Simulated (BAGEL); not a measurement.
**C2H4Ge (Ge(CCH)H3) at HF/STO-3G (density fitting with qzvpp-jkfit)**

What is the energy change on altering one bond length of C2H4Ge (Ge(CCH)H3) at HF/STO-3G (density fitting with qzvpp-jkfit)? 

Program for the calculation: BAGEL 1.2.2.

26 further runs of the same task are left out: 9 that didn't finish, 17 set aside as unsound or not needed.

**1. The system as given**

C2H4Ge: 7 atoms, total charge 0, spin state singlet. SMILES: `[H][Ge]([H])([H])[C]#C`. The shape comes from GFN2-xTB, which is rough for such elements, and wasn't checked as a minimum.

Bond lengths: Ge1–C2 1.890 Å, C2–C3 1.203 Å, C3–H4 1.053 Å, Ge1–H5 1.491 Å, Ge1–H6 1.490 Å, Ge1–H7 1.490 Å. Angles: Ge1–C2–C3 179.4°, C2–Ge1–H5 108.9°, C2–Ge1–H6 109.0°, C2–Ge1–H7 108.7°, C2–C3–H4 179.5°, H5–Ge1–H6 110.0°, H5–Ge1–H7 110.1°, H6–Ge1–H7 110.1°.

**2. The energy at HF/STO-3G (density fitting with qzvpp-jkfit)**

File input.json:

```json
{ "bagel" : [

{
  "title" : "molecule",
  "basis" : "sto-3g",
  "df_basis" : "qzvpp-jkfit",
  "angstrom" : true,
  "geometry" : [
    { "atom" : "Ge", "xyz" : [       0.003400,       0.010060,      -1.097620 ] },
    { "atom" : "C", "xyz" : [      -0.003950,       0.001180,       0.792420 ] },
    { "atom" : "C", "xyz" : [      -0.008540,      -0.017800,       1.995170 ] },
    { "atom" : "H", "xyz" : [      -0.007790,      -0.026800,       3.048120 ] },
    { "atom" : "H", "xyz" : [       1.415910,       0.016470,      -1.573760 ] },
    { "atom" : "H", "xyz" : [      -0.703620,       1.229710,      -1.579890 ] },
    { "atom" : "H", "xyz" : [      -0.695410,      -1.212820,      -1.584440 ] }
  ]
},

{
  "title" : "hf"
},

{
  "title" : "print",
  "file" : "orbitals.molden",
  "orbitals" : true
}

]}
```

The run is started by

```bash
BAGEL_NUM_THREADS=1 BAGEL input.json > input.out
```

The program printed:

```text
* using 1 threads per process

  ===============================================================
  ===============================================================

  *** Geometry ***

  { "atom" : "Ge", "xyz" : [      0.006425,      0.019011,     -2.074201 ] },
  { "atom" : "C", "xyz" : [     -0.007464,      0.002230,      1.497457 ] },
  { "atom" : "C", "xyz" : [     -0.016138,     -0.033637,      3.770325 ] },
  { "atom" : "H", "xyz" : [     -0.014721,     -0.050645,      5.760112 ] },
  { "atom" : "H", "xyz" : [      2.675682,      0.031124,     -2.973975 ] },
  { "atom" : "H", "xyz" : [     -1.329649,      2.323815,     -2.985559 ] },
  { "atom" : "H", "xyz" : [     -1.314134,     -2.291898,     -2.994158 ] },

  Number of auxiliary basis functions:      488

  Since a DF basis is specified, we compute 2- and 3-index integrals:
    o Being stored without compression. Storage requirement is 0.004 GB

  Number of basis functions:       32
  Number of electrons      :       48

    * METHOD: MOLECULE                             0.16

  *** RHF ***

  === Nuclear Repulsion ===
   151.9464911245

      * DIIS with orbital gradients will be used.

  === RHF iteration (sto-3g) ===
      0      -2128.80564223          0.00560891           0.02
      1      -2128.82616719          0.00145008           0.02
      2      -2128.82761913          0.00027976           0.02
      3      -2128.82764264          0.00018793           0.02
      4      -2128.82765081          0.00001843           0.03
      5      -2128.82765106          0.00000229           0.02
      6      -2128.82765106          0.00000038           0.02
      7      -2128.82765106          0.00000005           0.02
      8      -2128.82765106          0.00000002           0.02
      9      -2128.82765106          0.00000001           0.02
    * SCF iteration converged.

    * Permanent dipole moment:
           (   -0.001796,    -0.001405,     0.240045) a.u.

    * METHOD: HF                                   0.31

    * METHOD: PRINT                                0.00

  ===============================================================
```

Run time: 0.68 s. Hardware: 1 thread of Intel Xeon Platinum 8488C (Sapphire Rapids), shared host.

**3. The distorted shape, same level**

File hf.json:

```json
{ "bagel": [

{
  "title": "molecule",
  "basis": "sto-3g",
  "df_basis": "qzvpp-jkfit",
  "angstrom": "true",
  "geometry": [
    { "atom": "Ge", "xyz": [    0.008908,    0.032836,   -2.540921 ] },
    { "atom": "C", "xyz": [    0.001558,    0.023956,   -0.650881 ] },
    { "atom": "C", "xyz": [   -0.008540,   -0.017800,    1.995170 ] },
    { "atom": "H", "xyz": [   -0.007790,   -0.026800,    3.048120 ] },
    { "atom": "H", "xyz": [    1.421418,    0.039246,   -3.017061 ] },
    { "atom": "H", "xyz": [   -0.698112,    1.252486,   -3.023191 ] },
    { "atom": "H", "xyz": [   -0.689902,   -1.190044,   -3.027741 ] }
  ]
},
{ "title": "hf" },
{ "title": "print", "file": "orbitals.molden", "orbitals": "true" }

]}
```

The run is started by

```bash
BAGEL_NUM_THREADS=1 BAGEL hf.json > hf.out
```

The program printed:

```text
* using 1 threads per process

  ===============================================================
  ===============================================================

  *** Geometry ***

  { "atom" : "Ge", "xyz" : [      0.016834,      0.062051,     -4.801645 ] },
  { "atom" : "C", "xyz" : [      0.002944,      0.045270,     -1.229987 ] },
  { "atom" : "C", "xyz" : [     -0.016138,     -0.033637,      3.770325 ] },
  { "atom" : "H", "xyz" : [     -0.014721,     -0.050645,      5.760112 ] },
  { "atom" : "H", "xyz" : [      2.686091,      0.074164,     -5.701419 ] },
  { "atom" : "H", "xyz" : [     -1.319240,      2.366856,     -5.713003 ] },
  { "atom" : "H", "xyz" : [     -1.303726,     -2.248857,     -5.721601 ] },

  Number of auxiliary basis functions:      488

  Since a DF basis is specified, we compute 2- and 3-index integrals:
    o Being stored without compression. Storage requirement is 0.004 GB

  Number of basis functions:       32
  Number of electrons      :       48

    * METHOD: MOLECULE                             0.15

  *** RHF ***

  === Nuclear Repulsion ===
   130.5267226921

      * DIIS with orbital gradients will be used.

  === RHF iteration (sto-3g) ===
      0      -2128.22958587          0.00518599           0.02
      1      -2128.23401514          0.00471647           0.02
      2      -2128.24141204          0.00186665           0.02
      3      -2128.24283034          0.00008075           0.02
      4      -2128.24283402          0.00001703           0.02
      5      -2128.24283420          0.00000505           0.02
      6      -2128.24283423          0.00000277           0.02
      7      -2128.24283424          0.00000176           0.02
      8      -2128.24283425          0.00000083           0.02
      9      -2128.24283425          0.00000064           0.02
[... 30 lines of this table left out ...]
     40      -2128.24283426          0.00000001           0.02
     41      -2128.24283426          0.00000001           0.02
     42      -2128.24283426          0.00000001           0.02
     43      -2128.24283426          0.00000001           0.02
    * SCF iteration converged.

    * Permanent dipole moment:
           (    0.004136,     0.035324,     0.009106) a.u.

    * METHOD: HF                                   0.90

    * METHOD: PRINT                                0.00

  ===============================================================
```

It took 1.3 s on 1 thread of Intel Xeon Platinum 8488C (Sapphire Rapids), shared host.

**4. Results**

At HF/STO-3G (density fitting with qzvpp-jkfit):

```
                                                         quantity           value
                                        first shape: total energy  -2128.82765 Eh
                                       first shape: dipole moment          0.61 D
                                         first shape: HOMO energy        -8.75 eV
                                         first shape: LUMO energy        10.28 eV
                                       first shape: HOMO–LUMO gap        19.03 eV
                                    distorted shape: total energy  -2128.24283 Eh
                                   distorted shape: dipole moment          0.09 D
                                     distorted shape: HOMO energy        -2.39 eV
                                     distorted shape: LUMO energy         3.24 eV
                                   distorted shape: HOMO–LUMO gap         5.63 eV
energy change with the C2–C3 bond stretched from 1.203 to 2.646 Å       15.914 eV
```

What this shows: One bond (distorted shape) is far stretched, which a spin-restricted single reference describes badly; a broken-symmetry solution may lie lower. With the C2–C3 bond stretched from 1.203 to 2.646 Å the energy rises by 15.91 eV (1535 kJ/mol). The first shape isn't relaxed at this level, so the change isn't measured from a minimum. A restricted reference can't describe the breaking bond well at this length. The minimal basis adds a large error of its own.
